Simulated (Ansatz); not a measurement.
**GeH2 (triplet): one geometry, many settings at a displaced geometry (v2)**

What do other methods and options give for GeH2 (triplet) at this geometry, and how long do they take?

Computed with Ansatz 0.2.0, Gaussian basis. Level: the settings change from run to run.

28 further runs of the same task are left out: 2 for a mislabelled method, 10 that didn't finish, 16 set aside as unsound or not needed.

## 1. The geometry

The geometry is a PBE0/def2-TZVP stationary point (not a proven minimum) with its atoms shifted at random (size 0.100 Å). No spin-orbit coupling is included. The filled d shell of Ge may be among the frozen orbitals whatever the setting's name suggests; the logs give the count.

3 atoms, charge 0, spin multiplicity 3.

Atoms are counted from 1 here; the program's logs count them from 0.

Bond lengths: Ge1–H2 1.544 Å, Ge1–H3 1.534 Å. Angles: H2–Ge1–H3 119.7°.

## 2. MRCISD+Q(relaxed)(6,4)/cc-pVDZ

The input, in.yaml:

```yaml
crystal:
  periodic: [false, false, false]
  atoms:
    - {symbol: Ge, position_ang: [0.003418, -0.020575, -0.000203]}
    - {symbol: H, position_ang: [-0.161457, 0.757618, -1.323010]}
    - {symbol: H, position_ang: [-0.084836, 0.725194, 1.337612]}
basis:
  gaussian: {orbitals: cc-pVDZ}
magnetization: {spin_polarized: false, initial_magnetization: 2}
correlation: {method: fic_mrcisd_q_relaxed, electrons: valence, active_space: {window: {electrons: 6, orbitals: 4}}}
```

Launch:

```sh
$ ansatz run in.yaml --threads 1 --pin off --events-out ev --progress --plain --max-ram 2393MiB
```

The program printed:

```text
Functional definition: HF
  name "HF"
  cite "Fock, Z. Phys. 61, 126 (1930) doi:10.1007/BF01340294"
  parent pbe
  exchange = exact_x
  correlation = 0
413 factors; integrals over basis functions are off by at most 1.2e-3 eV
mean field evaluation 1: about -56501.8762 eV, gradient 7.2e0 eV
mean field evaluation 2: about -56501.8774 eV, gradient 7.2e0 eV
mean field evaluation 4: about -56502.4475 eV, gradient 7.2e-1 eV
mean field evaluation 8: about -56502.4538 eV, gradient 6.6e-4 eV
mean field -56502.45384838 eV, -2076.4268801893 hartree, gradient 2.1e-6 eV, S^2 2.000000; 0 other end points of the search recorded, 0 dependent functions left out
reference -56502.45384838 eV, -2076.4268801893 hartree; 18, 16 occupied and 19, 21 virtual orbitals, 413 factors
state -56502.45384838 eV, -2076.4268801893 hartree
contracted CI cycle   1: correlation 0.00000000 eV, 0.0000000000 hartree, residual 1.33e1 eV
contracted CI cycle   2: correlation -2.71428760 eV, -0.0997482293 hartree, residual 3.24e0 eV
contracted CI cycle   3: correlation -2.86983939 eV, -0.1054646524 hartree, residual 8.91e-1 eV
contracted CI cycle   4: correlation -2.88379806 eV, -0.1059776239 hartree, residual 2.19e-1 eV
contracted CI cycle   5: correlation -2.88474852 eV, -0.1060125529 hartree, residual 5.79e-2 eV
contracted CI cycle   6: correlation -2.88480831 eV, -0.1060147499 hartree, residual 1.43e-2 eV
contracted CI cycle   7: correlation -2.88481293 eV, -0.1060149196 hartree, residual 4.31e-3 eV
contracted CI cycle   8: correlation -2.88481336 eV, -0.1060149354 hartree, residual 1.24e-3 eV
state -56502.45384838 eV, -2076.4268801893 hartree; corrected -56505.52000084 eV, -2076.5395592138 hartree
Total energy: -56505.52000084 eV, -2076.5395592138 hartree
```

Wall time 0.9 s (1 thread of Intel Xeon Platinum 8375C at 2.90GHz, shared host).

From the report: 6 determinants; active occupations 2.00, 2.00, 1.00, 1.00.

## 3. CASSCF(4,3)/aug-cc-pVDZ

The input, in.yaml:

```yaml
crystal:
  periodic: [false, false, false]
  atoms:
    - {symbol: Ge, position_ang: [0.003418, -0.020575, -0.000203]}
    - {symbol: H, position_ang: [-0.161457, 0.757618, -1.323010]}
    - {symbol: H, position_ang: [-0.084836, 0.725194, 1.337612]}
basis:
  gaussian: {orbitals: aug-cc-pVDZ}
magnetization: {spin_polarized: false, initial_magnetization: 2}
correlation: {active_space: {window: {electrons: 4, orbitals: 3}}}
```

Same command.

The program printed:

```text
Functional definition: HF
  name "HF"
  cite "Fock, Z. Phys. 61, 126 (1930) doi:10.1007/BF01340294"
  parent pbe
  exchange = exact_x
  correlation = 0
576 factors; integrals over basis functions are off by at most 6.7e-4 eV
mean field evaluation 1: about -56501.7849 eV, gradient 7.2e0 eV
mean field evaluation 2: about -56501.7850 eV, gradient 7.1e0 eV
mean field evaluation 4: about -56502.4696 eV, gradient 9.6e-1 eV
mean field evaluation 8: about -56502.4807 eV, gradient 5.5e-4 eV
mean field -56502.48068130 eV, -2076.4278662808 hartree, gradient 6.6e-7 eV, S^2 2.000000; 0 other end points of the search recorded, 0 dependent functions left out
reference -56502.48068130 eV, -2076.4278662808 hartree; 18, 16 occupied and 36, 38 virtual orbitals, 576 factors
state -56502.48068130 eV, -2076.4278662808 hartree
Total energy: -56502.48068130 eV, -2076.4278662808 hartree
```

Run time: 1.1 s. Hardware: 1 thread of Intel Xeon Platinum 8375C at 2.90GHz, shared host.

From the report: 9 determinants; active occupations 2.00, 1.00, 1.00. With so small a space the active step adds no correlation: the energy is the mean field's.

## 4. CASCI(6,4)/cc-pVDZ

Changes to in.yaml since step 3:

```diff
@@ -7,4 +7,4 @@
 basis:
-  gaussian: {orbitals: aug-cc-pVDZ}
+  gaussian: {orbitals: cc-pVDZ}
 magnetization: {spin_polarized: false, initial_magnetization: 2}
-correlation: {active_space: {window: {electrons: 4, orbitals: 3}}}
+correlation: {active_space: {window: {electrons: 6, orbitals: 4}, fixed_orbitals: true, states: [{multiplicity: 3, weights: [1, 1]}]}}
```

Launched as before.

The program printed:

```text
Functional definition: HF
  name "HF"
  cite "Fock, Z. Phys. 61, 126 (1930) doi:10.1007/BF01340294"
  parent pbe
  exchange = exact_x
  correlation = 0
707 factors; integrals over basis functions are off by at most 1.1e-7 eV
mean field evaluation 1: about -56501.8679 eV, gradient 7.2e0 eV
mean field evaluation 2: about -56501.8779 eV, gradient 7.2e0 eV
mean field evaluation 4: about -56502.4470 eV, gradient 7.2e-1 eV
mean field evaluation 8: about -56502.4539 eV, gradient 8.0e-4 eV
mean field -56502.45391499 eV, -2076.4268826372 hartree, gradient 3.2e-6 eV, S^2 2.000000; 0 other end points of the search recorded, 0 dependent functions left out
reference -56502.45391499 eV, -2076.4268826372 hartree; 18, 16 occupied and 19, 21 virtual orbitals, 707 factors
state -56502.45391499 eV, -2076.4268826372 hartree
state -56496.10667731 eV, -2076.1936259548 hartree
Total energy: -56499.28029615 eV, -2076.3102542960 hartree
```

Wall time 0.51 s (1 thread of Intel Xeon Platinum 8375C at 2.90GHz, shared host).

From the report: 6 determinants; active occupations (of the averaged states) 2.00, 1.50, 1.50, 1.00.

## 5. MP2 on UHF/cc-pVDZ

The input, in.yaml:

```yaml
crystal:
  periodic: [false, false, false]
  atoms:
    - {symbol: Ge, position_ang: [0.003418, -0.020575, -0.000203]}
    - {symbol: H, position_ang: [-0.161457, 0.757618, -1.323010]}
    - {symbol: H, position_ang: [-0.084836, 0.725194, 1.337612]}
basis:
  gaussian: {orbitals: cc-pVDZ}
magnetization: {spin_polarized: true, initial_magnetization: 2}
hamiltonian: {pseudopotentials: {relativity: scalar}}
correlation: {method: mp2, electrons: outside_noble_gas}
```

Same command.

The program printed:

```text
Functional definition: HF
  name "HF"
  cite "Fock, Z. Phys. 61, 126 (1930) doi:10.1007/BF01340294"
  parent pbe
  exchange = exact_x
  correlation = 0
413 factors; integrals over basis functions are off by at most 1.2e-3 eV
mean field evaluation 1: about -56967.6572 eV, gradient 6.1e0 eV
mean field evaluation 2: about -56967.6584 eV, gradient 6.1e0 eV
mean field evaluation 4: about -56968.2137 eV, gradient 6.5e-1 eV
mean field evaluation 8: about -56968.2266 eV, gradient 2.9e-3 eV
mean field -56968.22658560 eV, -2093.5437125700 hartree, gradient 5.3e-6 eV, S^2 2.005047; 0 other end points of the search recorded, 0 dependent functions left out
14 core orbitals not correlated: weight in the atoms' cores, before any rotation towards them, 0.999 or more for the frozen orbitals, at most 0.000 for the correlated occupied ones
reference -56968.22658560 eV, -2093.5437125700 hartree; 4, 2 occupied and 19, 21 virtual orbitals, 413 factors
second order -1.89449222 eV of doubles, -0.00000000 eV of singles
Total energy: -56970.12107782 eV, -2093.6133338748 hartree
Relativity: scalar
```

Wall time 0.39 s (1 thread of Intel Xeon Platinum 8375C at 2.90GHz, shared host).

From the report: ⟨S²⟩ of the determinant 2.005 (pure triplet: 2.00).

## 6. MP2 on ROHF/STO-3G

The input, in.yaml:

```yaml
crystal:
  periodic: [false, false, false]
  atoms:
    - {symbol: Ge, position_ang: [0.003418, -0.020575, -0.000203]}
    - {symbol: H, position_ang: [-0.161457, 0.757618, -1.323010]}
    - {symbol: H, position_ang: [-0.084836, 0.725194, 1.337612]}
basis:
  gaussian: {orbitals: STO-3G}
magnetization: {spin_polarized: false, initial_magnetization: 2}
correlation: {method: mp2, electrons: outside_noble_gas}
```

Launched as before.

The program printed:

```text
Functional definition: HF
  name "HF"
  cite "Fock, Z. Phys. 61, 126 (1930) doi:10.1007/BF01340294"
  parent pbe
  exchange = exact_x
  correlation = 0
200 factors; integrals over basis functions are off by at most 1.0e-5 eV
mean field evaluation 1: about -55859.4434 eV, gradient 5.3e0 eV
mean field evaluation 2: about -55859.4467 eV, gradient 5.3e0 eV
mean field evaluation 4: about -55859.8518 eV, gradient 2.1e-1 eV
mean field evaluation 8: about -55859.8520 eV, gradient 6.3e-7 eV
mean field -55859.85201716 eV, -2052.8116984631 hartree, gradient 8.4e-7 eV, S^2 2.000000; 0 other end points of the search recorded, 0 dependent functions left out
mean field evaluation 16: about -55859.8770 eV, gradient 5.0e-2 eV
14 core orbitals not correlated, not the lowest: weight in the atoms' cores, before any rotation towards them, 0.903 or more for the frozen orbitals, at most 0.153 for the correlated occupied ones
reference -55859.85201716 eV, -2052.8116984631 hartree; 4, 2 occupied and 2, 4 virtual orbitals, 200 factors
second order -0.59692123 eV of doubles, -0.00755378 eV of singles
Total energy: -55860.45649217 eV, -2052.8339125100 hartree
```

It took 0.12 s on 1 thread of Intel Xeon Platinum 8375C at 2.90GHz, shared host.

## 7. CISDT/cc-pVDZ

Changes to in.yaml since step 6:

```diff
@@ -7,4 +7,6 @@
 basis:
-  gaussian: {orbitals: STO-3G}
+  gaussian: {orbitals: cc-pVDZ}
 magnetization: {spin_polarized: false, initial_magnetization: 2}
-correlation: {method: mp2, electrons: outside_noble_gas}
+correlation: {active_space: {ras: {orbitals: [2, 2, 19], electrons: 6, max_holes: 3, max_particles: 3}, fixed_orbitals: true}}
+accuracy: high
+output: {forces: true}
```

Launched as before.

The program printed, shortened:

```text
Functional definition: HF
  name "HF"
  cite "Fock, Z. Phys. 61, 126 (1930) doi:10.1007/BF01340294"
  parent pbe
[...]
722 factors; integrals over basis functions are off by at most 4.4e-9 eV
[...]
mean field -56502.45391514 eV, -2076.4268826425 hartree, gradient 2.3e-8 eV, S^2 2.000000; 0 other end points of the search recorded, 0 dependent functions left out
reference -56502.45391514 eV, -2076.4268826425 hartree; 18, 16 occupied and 19, 21 virtual orbitals, 722 factors
state -56504.96987532 eV, -2076.5193424738 hartree
[...]
Total energy: -56504.96987532 eV, -2076.5193424738 hartree
Atom 0 at     0.003418    -0.020575    -0.000203 Å, force     0.021511    -0.152148    -0.141964 eV/Å
Atom 1 at    -0.161457     0.757618    -1.323010 Å, force    -0.007308     0.037219    -0.041693 eV/Å
Atom 2 at    -0.084836     0.725194     1.337612 Å, force    -0.014203     0.114929     0.183656 eV/Å
Dipole moment:     0.001997    -0.011690     0.001938 e Å
```

Run time: 2.1 s. Hardware: 1 thread of Intel Xeon Platinum 8375C at 2.90GHz, shared host.

From the report: 85,112 determinants.

## 8. BCCD(T) on ROHF/cc-pVDZ

Changes to in.yaml since step 7:

```diff
@@ -9,4 +9,4 @@
 magnetization: {spin_polarized: false, initial_magnetization: 2}
-correlation: {active_space: {ras: {orbitals: [2, 2, 19], electrons: 6, max_holes: 3, max_particles: 3}, fixed_orbitals: true}}
-accuracy: high
+correlation: {method: bccd_t, electrons: outside_noble_gas}
+scf: {lower_state_search: light}
 output: {forces: true}
```

Same command.

The program printed, shortened:

```text
Functional definition: HF
  name "HF"
  cite "Fock, Z. Phys. 61, 126 (1930) doi:10.1007/BF01340294"
  parent pbe
[...]
413 factors; integrals over basis functions are off by at most 1.2e-3 eV
[...]
mean field -56502.45384838 eV, -2076.4268801893 hartree, gradient 2.1e-6 eV, S^2 2.000000; 0 other end points of the search recorded, 0 dependent functions left out
14 core orbitals not correlated: weight in the atoms' cores, before any rotation towards them, 0.999 or more for the frozen orbitals, at most 0.000 for the correlated occupied ones
reference -56502.45384838 eV, -2076.4268801893 hartree; 4, 2 occupied and 19, 21 virtual orbitals, 413 factors
second order -1.90226649 eV of doubles, -0.03041757 eV of singles
cycle   1  -2.34393820 eV  change   -4.1e-1 eV  update   5.0e-2
[...]
cycle  10  -2.49884533 eV  change   -8.3e-7 eV  update   2.0e-6
perturbative correction -0.04920332 eV, -0.0018081886 hartree
[...]
Total energy: -56505.00189703 eV, -2076.5205192500 hartree
Atom 0 at     0.003418    -0.020575    -0.000203 Å, force     0.022130    -0.155854    -0.141875 eV/Å
Atom 1 at    -0.161457     0.757618    -1.323010 Å, force    -0.007766     0.039168    -0.046671 eV/Å
Atom 2 at    -0.084836     0.725194     1.337612 Å, force    -0.014365     0.116686     0.188546 eV/Å
Dipole moment:     0.002037    -0.011939     0.001912 e Å
```

Run time: 1.2 s. Hardware: 1 thread of Intel Xeon Platinum 8375C at 2.90GHz, shared host.

From the report: correlation -2.5480 eV; largest double amplitude 0.05.

## 9. CCSD(T) on ROHF/STO-3G

The input, in.yaml:

```yaml
crystal:
  periodic: [false, false, false]
  atoms:
    - {symbol: Ge, position_ang: [0.003418, -0.020575, -0.000203]}
    - {symbol: H, position_ang: [-0.161457, 0.757618, -1.323010]}
    - {symbol: H, position_ang: [-0.084836, 0.725194, 1.337612]}
basis:
  gaussian: {orbitals: STO-3G}
magnetization: {spin_polarized: false, initial_magnetization: 2}
correlation: {method: ccsd_t, electrons: valence}
```

Same command.

The program printed, shortened:

```text
Functional definition: HF
  name "HF"
  cite "Fock, Z. Phys. 61, 126 (1930) doi:10.1007/BF01340294"
  parent pbe
[...]
200 factors; integrals over basis functions are off by at most 1.0e-5 eV
[...]
mean field -55859.85201716 eV, -2052.8116984631 hartree, gradient 8.4e-7 eV, S^2 2.000000; 0 other end points of the search recorded, 0 dependent functions left out
[...]
9 core orbitals not correlated: weight in the atoms' cores, before any rotation towards them, 1.000 or more for the frozen orbitals, at most 0.000 for the correlated occupied ones
reference -55859.85201716 eV, -2052.8116984631 hartree; 9, 7 occupied and 2, 4 virtual orbitals, 200 factors
second order -0.63794386 eV of doubles, -0.00953864 eV of singles
cycle   1  -0.88259980 eV  change   -2.3e-1 eV  update   4.5e-2
[...]
cycle   9  -1.04389530 eV  change    1.8e-5 eV  update   7.7e-6
perturbative correction -0.00732561 eV, -0.0002692111 hartree
Total energy: -55860.90323807 eV, -2052.8503301189 hartree
```

Wall time 0.18 s (1 thread of Intel Xeon Platinum 8375C at 2.90GHz, shared host).

From the report: correlation -1.0512 eV; T1 0.008; largest double amplitude 0.06.

## 10. MRCISD+Q(relaxed)(2,4)/cc-pVDZ

Changes to in.yaml since step 9:

```diff
@@ -7,4 +7,6 @@
 basis:
-  gaussian: {orbitals: STO-3G}
+  gaussian: {orbitals: cc-pVDZ}
 magnetization: {spin_polarized: false, initial_magnetization: 2}
-correlation: {method: ccsd_t, electrons: valence}
+correlation: {method: fic_mrcisd_q_relaxed, electrons: valence, active_space: {window: {electrons: 2, orbitals: 4}, states: [{multiplicity: 3, weights: [1, 0.5]}], root: 0}}
+accuracy: high
+scf: {lower_state_search: full}
```

Same command.

The program printed, shortened:

```text
Functional definition: HF
  name "HF"
  cite "Fock, Z. Phys. 61, 126 (1930) doi:10.1007/BF01340294"
  parent pbe
[...]
722 factors; integrals over basis functions are off by at most 4.4e-9 eV
[...]
mean field -56502.45391514 eV, -2076.4268826425 hartree, gradient 2.3e-8 eV, S^2 2.000000; 4 other end points of the search recorded, 0 dependent functions left out
reference -56502.45391514 eV, -2076.4268826425 hartree; 18, 16 occupied and 19, 21 virtual orbitals, 722 factors
state -56502.43573424 eV, -2076.4262145069 hartree
state -56497.37806956 eV, -2076.2403487580 hartree
contracted CI cycle   1: correlation 0.00000000 eV, 0.0000000000 hartree, residual 1.33e1 eV
contracted CI cycle   2: correlation -2.79301079 eV, -0.1026412532 hartree, residual 2.45e0 eV
contracted CI cycle   3: correlation -2.89669149 eV, -0.1064514489 hartree, residual 6.80e-1 eV
[...]
contracted CI cycle   9: correlation -3.25609293 eV, -0.1196592082 hartree, residual 2.47e-3 eV
contracted CI cycle  10: correlation -3.25609309 eV, -0.1196592139 hartree, residual 1.06e-3 eV
contracted CI cycle  11: correlation -3.25609312 eV, -0.1196592150 hartree, residual 4.80e-4 eV
contracted CI cycle  12: correlation -3.25609312 eV, -0.1196592152 hartree, residual 2.08e-4 eV
contracted CI cycle  13: correlation -3.25609312 eV, -0.1196592153 hartree, residual 7.82e-5 eV
contracted CI cycle  14: correlation -3.25609312 eV, -0.1196592153 hartree, residual 3.53e-5 eV
contracted CI cycle  15: correlation -3.25609312 eV, -0.1196592153 hartree, residual 1.51e-5 eV
contracted CI cycle  16: correlation -3.25609312 eV, -0.1196592153 hartree, residual 5.19e-6 eV
contracted CI cycle  17: correlation -3.25609312 eV, -0.1196592153 hartree, residual 1.72e-6 eV
state -56497.37806956 eV, -2076.2403487580 hartree; corrected -56500.96433436 eV, -2076.3721415585 hartree
Total energy: -56505.52531928 eV, -2076.5397546628 hartree
```

Wall time 3.4 s (1 thread of Intel Xeon Platinum 8375C at 2.90GHz, shared host).

From the report: 8 determinants; active occupations (of the averaged states) 1.00, 0.67, 0.33, 0.00.

## 11. All runs side by side

Where basis and cores are those of an earlier FCI/cc-pVDZ run (-56505.0171 eV), and the state is the same kind, the miss against it is given.

| level | correlated | functions | energy (eV) | from FCI (meV) | time |
| --- | --- | --- | --- | --- | --- |
| MRCISD+Q(relaxed)(6,4)/cc-pVDZ | valence | 37 | -56505.5200 |  | 0.9 s |
| CASSCF(4,3)/aug-cc-pVDZ |  | 54 | -56502.4807 |  | 1.1 s |
| CASCI(6,4)/cc-pVDZ (mean of several states) |  | 37 | -56499.2803 |  | 0.51 s |
| MP2 on UHF/cc-pVDZ (relativity set) | outside noble gas | 37 | -56970.1211 |  | 0.39 s |
| MP2 on ROHF/STO-3G | outside noble gas | 20 | -55860.4565 |  | 0.12 s |
| CISDT/cc-pVDZ | outside noble gas | 37 | -56504.9699 | 47.2 | 2.1 s |
| BCCD(T) on ROHF/cc-pVDZ | outside noble gas | 37 | -56505.0019 | 15.2 | 1.2 s |
| CCSD(T) on ROHF/STO-3G | valence | 20 | -55860.9032 |  | 0.18 s |
| MRCISD+Q(relaxed)(2,4)/cc-pVDZ (lowest root of an average) | valence | 37 | -56505.5253 |  | 3.4 s |

## 12. Summary of results

```
quantity                                                              value
    runs                                                                  9
quickest                                         MP2 on ROHF/STO-3G, 0.12 s
 slowest  MRCISD+Q(relaxed)(2,4)/cc-pVDZ (lowest root of an average), 3.4 s
```

Total energies in different bases, with other cores or another treatment of relativity can't be set against each other. MRCISD+Q(relaxed)(2,4)/cc-pVDZ (lowest root of an average) took 28 times as long as MP2 on ROHF/STO-3G; the jobs differ in more than the method. Among the correlated runs with a miss given, it spans +15 to +47 meV.
